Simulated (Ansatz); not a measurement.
## CrN2: relaxation of cell and atoms with r2SCAN

The system is CrN2.

```
Cr N
1.0
     3.90179    0.00000    0.00000
     0.00000    4.80951    0.00000
     0.00000    0.00000    2.78417
Cr N
2 4
Direct
  0.00000 0.00000 0.00000
  0.50000 0.50000 0.50000
  0.86617 0.58878 0.00000
  0.13383 0.41123 0.00000
  0.36617 0.91122 0.50000
  0.63383 0.08878 0.50000
```

The cell comes from a database or a generator and needn't be the stable form of this composition.

```
Program             : Ansatz 0.2.0
Task                : relaxation of cell and atoms
Functional          : r2SCAN
Potentials or basis : Ansatz PAW
Cutoff              : 500 eV (not typed: the program's choice for these potentials)
k mesh              : 7 × 6 × 10
Occupations         : fermi-dirac, width 0.05 eV
Spin                : collinear spin, ferromagnetic start
Starting moments    : [3.0, 3.0, 0.0, 0.0, 0.0, 0.0] μB
```

The relaxed volume is 8.64 Å³/atom and the relaxed cell is a = 3.849 Å, b = 4.790 Å, c = 2.813 Å, α = 90.00°, β = 90.00°, γ = 90.00°. The space group after relaxing (to 0.05 Å) is Pnnm (No. 58), the energy gained by relaxing is 3.0 meV/atom and the ionic steps are 6. The pressure after relaxing is 0.0 GPa, the band gap on the k mesh is none (metal or under the smearing width) and the net moment is 4.34 μB per cell. The absolute moment is 5.79 μB per cell and the site moments are Cr +2.10; N -0.11 μB.

Step by step:
| step | energy change (eV) | largest force (eV/Å) | volume (Å³) |
| --- | --- | --- | --- |
| 1 | 0.0000 | 0.0363 | 52.25 |
| 2 | -0.0172 | 0.0440 | 52.10 |
| 3 | -0.0183 | 0.0310 | 51.93 |
| 4 | -0.0185 | 0.0091 | 51.90 |
| 5 | -0.0185 | 0.0004 | 51.86 |
| 6 | -0.0182 | 0.0004 | 51.86 |

Final structure:
```
Cr N
1.0
     3.84917    0.00000    0.00000
     0.00000    4.79030    0.00000
     0.00000    0.00000    2.81271
Cr N
2 4
Direct
  0.00000 0.00000 0.00000
  0.50000 0.50000 0.50000
  0.86489 0.58929 0.00000
  0.13511 0.41071 0.00000
  0.36489 0.91071 0.50000
  0.63511 0.08929 0.50000
```

Levels at points of the mesh, in eV from the Fermi level:
Spin up:
| k point | band 24 | band 25 | band 26 | band 27 | band 28 | band 29 |
| --- | --- | --- | --- | --- | --- | --- |
| (0.00, 0.00, 0.00) | -1.53 | -1.30 | -1.19 | -1.09 | -0.89 | 3.36 |
| (0.00, 0.00, -0.50) | -1.69 | 0.17 | 0.17 | 0.44 | 0.44 | 2.82 |
| (0.00, -0.50, 0.00) | -1.63 | -0.95 | -0.95 | 0.09 | 0.09 | 3.26 |
| (0.00, -0.50, -0.50) | -0.90 | -0.02 | -0.02 | 0.19 | 0.19 | 2.48 |
Spin down:
| k point | band 18 | band 19 | band 20 | band 21 | band 22 | band 23 | band 24 | band 25 | band 26 | band 27 |
| --- | --- | --- | --- | --- | --- | --- | --- | --- | --- | --- |
| (0.00, 0.00, 0.00) | -3.84 | -3.68 | -3.53 | -1.81 | -1.79 | 1.13 | 1.32 | 1.96 | 2.28 | 3.07 |
| (0.00, 0.00, -0.50) | -6.07 | -2.06 | -2.06 | -1.43 | -1.43 | 2.31 | 2.31 | 2.33 | 2.33 | 3.40 |
| (0.00, -0.50, 0.00) | -4.37 | -2.31 | -2.31 | -1.64 | -1.64 | 1.63 | 1.63 | 2.57 | 2.57 | 3.10 |
| (0.00, -0.50, -0.50) | -6.31 | -1.26 | -1.26 | -0.30 | -0.30 | 1.75 | 1.75 | 2.19 | 2.19 | 3.29 |

It took 6.6 min on 2 threads of Arm Neoverse N1 (shared host), peak memory 0.7 GiB.

Caveat: the magnetic or orbital state may not be the lowest; the plane-wave basis is chosen anew once the cell has moved, so the energies of steps on either side of that aren't comparable; only a ferromagnetic start was run, and an antiferromagnetic order may lie lower in energy; the PAW data sets come from PBE, with cores solved anew for the run's functional, which leaves a small shift of forces and pressure. With open d or f shells a metallic result of r2SCAN can be an artefact of self-interaction; +U or a hybrid may open a gap.
